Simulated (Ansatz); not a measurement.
**AlFGaH3OSi: basis-set convergence**

One table from this session's results is given with a row withheld; the runs are named, their logs left out.

Computed with Ansatz 0.2.0, Gaussian basis. Level: one geometry, several basis sets.

Levels to be run: PBE0-D4/def2-SVP; ωB97M-V/def2-SVP; PBE0-D4/def2-QZVPP; ωB97M-V/def2-QZVPP; the functionals' def2-TZVPP values are taken from earlier runs.

### Structure used throughout

An earlier PBE0-D4 in a triple-zeta def2 set relaxation fixed the geometry.

SMILES `F[SiH2][Al]1[O][GaH]1`, 8 atoms, charge 0, spin multiplicity 1.

Atoms are counted from 1 here; the program's logs count them from 0.

Bond lengths: F1–Si2 1.609 Å, Si2–Al3 2.476 Å, Si2–H6 1.489 Å, Si2–H7 1.488 Å, Al3–O4 1.707 Å, Al3–Ga5 2.349 Å, O4–Ga5 1.884 Å, Ga5–H8 1.567 Å. Angles: F1–Si2–Al3 108.7°, F1–Si2–H6 107.6°, F1–Si2–H7 107.6°, Al3–Si2–H6 112.2°, Al3–Si2–H7 112.2°, H6–Si2–H7 108.4°, Si2–Al3–O4 134.3°, Si2–Al3–Ga5 173.2°, O4–Al3–Ga5 52.5°, Al3–O4–Ga5 81.5°, Al3–Ga5–O4 46.0°, Al3–Ga5–H8 165.8°, O4–Ga5–H8 119.8°.

Set-up of the first run:

The input, in.yaml:

```yaml
crystal:
  periodic: [false, false, false]
  atoms:
    - {symbol: F, position_ang: [0.007156, 2.159854, 2.013147]}
    - {symbol: Si, position_ang: [0.670831, 1.739399, 0.608661]}
    - {symbol: Al, position_ang: [-0.236097, -0.461852, -0.071448]}
    - {symbol: O, position_ang: [0.009612, -1.489322, -1.412421]}
    - {symbol: Ga, position_ang: [-1.246394, -2.541897, -0.482488]}
    - {symbol: H, position_ang: [0.351242, 2.807377, -0.377710]}
    - {symbol: H, position_ang: [2.146415, 1.703897, 0.800811]}
    - {symbol: H, position_ang: [-1.702756, -3.917447, -1.078552]}
basis:
  gaussian: {orbitals: def2-SVP}
hamiltonian: {xc: pbe0, dispersion: d4}
output: {orbitals: {seedname: orbitals}}
```

Command:

```bash
$ ansatz run in.yaml --threads 4 --pin off --events-out ev --progress --plain --max-ram 10444MiB
```

Among the steps run: PBE0-D4 in def2-SVP; ωB97M-V in def2-SVP; PBE0-D4 in def2-QZVPP; ωB97M-V in def2-QZVPP.

One table of the session follows, with a row left open; its other results are not shown here.

It belongs to the step «Functionals by basis». 

| functional | basis | HOMO (eV) | LUMO (eV) |
| --- | --- | --- | --- |
| PBE0-D4 | def2-SVP | ? | ? |
| PBE0-D4 | def2-TZVPP | -6.01 | -2.07 |
| PBE0-D4 | def2-QZVPP | -6.03 | -2.11 |
| ωB97M-V | def2-SVP | -7.87 | -0.09 |
| ωB97M-V | def2-TZVPP | -7.90 | -0.31 |
| ωB97M-V | def2-QZVPP | -7.93 | -0.45 |

**Question.** Estimate the row for PBE0-D4, def2-SVP.

The run gave: HOMO (eV): -6.01; LUMO (eV): -1.93.
